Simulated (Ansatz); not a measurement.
# B₂H₅NOSi: how energies converge with the basis set

How large a basis does B₂H₅NOSi need? Two functionals are run in growing sets.

Program: Ansatz 0.2.0, Gaussian basis. Level of theory: one geometry, several basis sets. These are calculated values, not measurements.

The runs, in order: PBE0-D4/def2-SVP; ωB97M-V/def2-SVP; PBE0-D4/def2-QZVPP; ωB97M-V/def2-QZVPP; the functionals' def2-TZVPP values are taken from earlier runs.

## Step 1: The relaxed structure

The geometry comes from an earlier relaxation with PBE0-D4 in a triple-zeta def2 set; it is a stationary point, not always the lowest conformer.

10 atoms, charge 0, spin multiplicity 1.

Atoms are counted from 1 here; the program's logs count them from 0.

Bond lengths: O1–Si2 1.654 Å, O1–H6 0.957 Å, Si2–B3 2.012 Å, Si2–B5 2.014 Å, Si2–H7 1.493 Å, B3–N4 1.431 Å, B3–H8 1.195 Å, N4–B5 1.431 Å, N4–H9 1.012 Å, B5–H10 1.195 Å. Angles: Si2–O1–H6 117.1°, O1–Si2–B3 124.5°, O1–Si2–B5 125.2°, O1–Si2–H7 109.8°, B3–Si2–B5 68.2°, B3–Si2–H7 111.9°, B5–Si2–H7 111.7°, Si2–B3–N4 90.4°, Si2–B3–H8 145.8°, N4–B3–H8 123.4°, B3–N4–B5 104.1°, B3–N4–H9 126.6°, B5–N4–H9 126.6°, Si2–B5–N4 90.4°, Si2–B5–H10 145.9°, N4–B5–H10 123.3°.

## Step 2: PBE0-D4 in def2-SVP

Contents of in.yaml:

```yaml
crystal:
  periodic: [false, false, false]
  atoms:
    - {symbol: O, position_ang: [-0.561935, 0.712232, 2.225398]}
    - {symbol: Si, position_ang: [0.277322, 0.385714, 0.838557]}
    - {symbol: B, position_ang: [0.110706, -1.317293, -0.220323]}
    - {symbol: N, position_ang: [0.056769, -0.567366, -1.437852]}
    - {symbol: B, position_ang: [-0.391057, 0.729083, -1.029666]}
    - {symbol: H, position_ang: [-0.096527, 1.186086, 2.914487]}
    - {symbol: H, position_ang: [1.701491, 0.802926, 0.999429]}
    - {symbol: H, position_ang: [-0.042591, -2.501496, -0.170350]}
    - {symbol: H, position_ang: [0.043885, -0.942687, -2.378038]}
    - {symbol: H, position_ang: [-1.014963, 1.461503, -1.738843]}
basis:
  gaussian: {orbitals: def2-SVP}
hamiltonian: {xc: pbe0, dispersion: d4}
output: {orbitals: {seedname: orbitals}}
```

The run is started by

```
> ansatz run in.yaml --threads 2 --pin off --events-out ev --progress --plain --max-ram 4352MiB
```

The runs that follow: ωB97M-V in def2-SVP; PBE0-D4 in def2-QZVPP; ωB97M-V in def2-QZVPP.

Before running them: what should the planned runs give, taken together? Wanted: PBE0-D4: double and triple zeta above quadruple; ωB97M-V: double and triple zeta above quadruple.

As calculated:

```
                                       quantity          value
PBE0-D4: double and triple zeta above quadruple  9.20, 0.56 eV
ωB97M-V: double and triple zeta above quadruple  9.36, 0.52 eV
```

In words: For PBE0-D4 the step from double to triple zeta gains 8.64 eV and the next only 0.56 eV. Total energies overstate the basis error of differences, where much of it tends to cancel.
